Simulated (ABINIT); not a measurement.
A calculation with ABINIT 10.8.3 (patched build) of HfGe (native input, structure typed inline):

Contents of run.abi:

```
# Pseudopotentials
pp_dirpath "./"
pseudos "Hf.GGA_PBE-JTH.xml, Ge.GGA_PBE-JTH.xml"

# Structure
acell 6.0842869528 6.0842869528 7.7638031558
rprim
     1.0000000000     0.0000000000     0.0000000000
     0.0000000000     1.0000000000     0.0000000000
     0.0000000000     0.0000000000     1.0000000000
ntypat 2
znucl 72 32
natom 2
typat 1 2
xred
     0.5000000000     0.5000000000     0.0000000000
     0.0000000000     0.0000000000     0.0000000000

# Plane-wave basis
ecut 598.650497 eV
pawecutdg 44.0
pawxcdev 0
pawovlp 30

# k points
kptopt 1
ngkpt 8 8 7
nshiftk 1
shiftk 0.0 0.0 0.0

# Exchange and correlation
ixc 11

# Bands and occupations
nband 17
occopt 3
tsmear 0.05 eV

# SCF cycle
nstep 100
tolvrs 1.0e-9

# Output
iomode 3
prtwf 0
prteig 0
prtebands 0
enunit 1
prtden 1
prtvha 1
prtvclmb 1
prtpot 1
```

Potentials or basis: JTH PAW PBE v2.0.

Run with:

```bash
$ abinit run.abi > log 2>&1
```

The cell was built by a generator and needn't be a form met in nature.

Task: Write the same calculation in another form: ASE script, structure typed inline.

Result: As run:

File run.py:

```python
import json, os
import numpy as np
from ase.units import GPa
from ase.calculators.abinit import Abinit, AbinitProfile
from ase import Atoms

atoms = Atoms(['Hf', 'Ge'],
              cell=[[3.219666, 0.0, 0.0], [0.0, 3.219666, 0.0], [0.0, 0.0, 4.1084277]],
              scaled_positions=[[0.5, 0.5, 0.0], [0.0, 0.0, 0.0]],
              pbc=True)

profile = AbinitProfile(command='abinit', pp_paths=[os.path.abspath('pseudos')])
params = dict(
    pps='pawxml', xc='PBE',
    ecut=598.6505,
    pawecutdg=1197.301,
    pawxcdev=0,
    pawovlp=30,
    kptopt=1,
    ngkpt=[8, 8, 7],
    nshiftk=1,
    shiftk=[0.0, 0.0, 0.0],
    ixc=11,
    nband=17,
    occopt=3,
    tsmear=0.05,
    nstep=100,
    tolvrs=1e-09,
    prtwf=0,
    prtden=0,
)

atoms.calc = Abinit(profile=profile, directory='run', **params)
energy = atoms.get_potential_energy()
forces = atoms.get_forces()
stress = atoms.get_stress()
print(f'energy {energy:.6f} eV')
print('forces (eV/A)')
print(np.round(forces, 5))
print('stress (GPa, Voigt, tension positive)', np.round(stress / GPa, 4))
json.dump(dict(energy=energy, forces=forces.tolist(), stress=stress.tolist(), cell=atoms.cell.tolist(), frac=atoms.get_scaled_positions(wrap=False).tolist()), open('results.json', 'w'))
```

Potentials or basis: JTH PAW PBE v2.0.

Run with:

```sh
$ python run.py
```

Both were run:

|  | native input, structure typed inline | ASE script, structure typed inline |
| --- | --- | --- |
| Pressure | 61.0 GPa | 61.0 GPa |
| Band gap on the k mesh | none (metal or under the smearing width) | none (metal or under the smearing width) |

Keys that steer only the numerical path or the files written may differ.

Caveat: a pressure of tens of GPa on the cell as given is suspect, and the run, the potentials or the cell itself is likely at fault; the atomic spheres overlap.
